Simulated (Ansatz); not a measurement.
Write a Python script for Ansatz 0.2.0 through its Python package that makes energies of removing a hydrogen of C2H7AlB2, SMILES C[CH]1B[BH][AlH]1. Use (for the species named): B3LYP, def2-TZVP basis, multiplicity 1, D4 dispersion.

Contents of `c2h7alb2.xyz`:
```text
12

C    -0.96200    1.02510   -0.60870
C     0.01380   -0.06310   -0.60600
B    -0.53710   -1.32730    0.20870
B     0.88330   -1.26410    1.30960
Al    1.60430    0.37310    0.38480
H    -1.29430    1.38910    0.41000
H    -1.89760    0.74480   -1.15690
H    -0.55420    1.96920   -1.15760
H     0.28640   -0.34300   -1.59910
H    -1.42910   -2.04960    0.12980
H     1.12540   -1.93050    2.26040
H     2.83830    1.42100    0.45900
```

Script `bde_c2h7alb2.py`:
```python
# -*- coding: utf-8 -*-
'''X-H bond energies of C2H7AlB2 without relaxation.'''

import ansatz


def energy_of(molecule, charge=0, unpaired=0):
    calc = (
        molecule.calculation()
        .basis(gaussian='def2-TZVP')
        .functional('b3lyp', dispersion='d4')
    )
    if charge:
        calc = calc.charge(charge)
    if unpaired:
        calc = calc.spin('collinear', total=unpaired)
    report = calc.run(threads=1).report
    if report['published_state_doubts']:
        print('  doubts:', report['published_state_doubts'])
    return report['free_energy_ev']

def without(molecule, index):
    rest = ansatz.Crystal.molecule()
    for i, site in enumerate(molecule.cartesian_sites):
        if i != index:
            rest = rest.atom(site.symbol, site.position_ang)
    return rest

geometry = ansatz.Crystal.molecule_from_extxyz('c2h7alb2.xyz')

whole = energy_of(geometry, 0)
hydrogen = energy_of(ansatz.Crystal.molecule().atom('H', (0, 0, 0)), 0, 1)
print(f'E(molecule) = {whole:.5f} eV, E(H) = {hydrogen:.5f} eV')
for index in [7, 8, 9]:
    radical = energy_of(without(geometry, index), 0, 1)
    print(f'H{index}: homolysis {96.485332 * (radical + hydrogen - whole):.1f} kJ/mol')
```

Output of `python bde_c2h7alb2.py`:
```text
E(molecule) = -10135.78148 eV, E(H) = -13.66431 eV
H7: homolysis 419.8 kJ/mol
H8: homolysis 305.5 kJ/mol
H9: homolysis 423.5 kJ/mol
```

What to keep in mind:
- Total energies depend on the basis set; only differences at equal settings carry meaning.
- The geometry is a force-field or estimated start, not a minimum of this method, and the basis set is short of its limit. All parts are taken at fixed geometry, without zero-point energy.
- The expectation value of S² is noticeably off S(S+1) in at least one run, so that state is spin-contaminated.
- b3lyp holds the VWN-RPA fit, as in Gaussian; the form of ORCA and Turbomole is b3lyp5.
- Finished in 2.1 min on 1 thread of Arm Neoverse V2, on a shared host, peak memory 0.8 GiB.
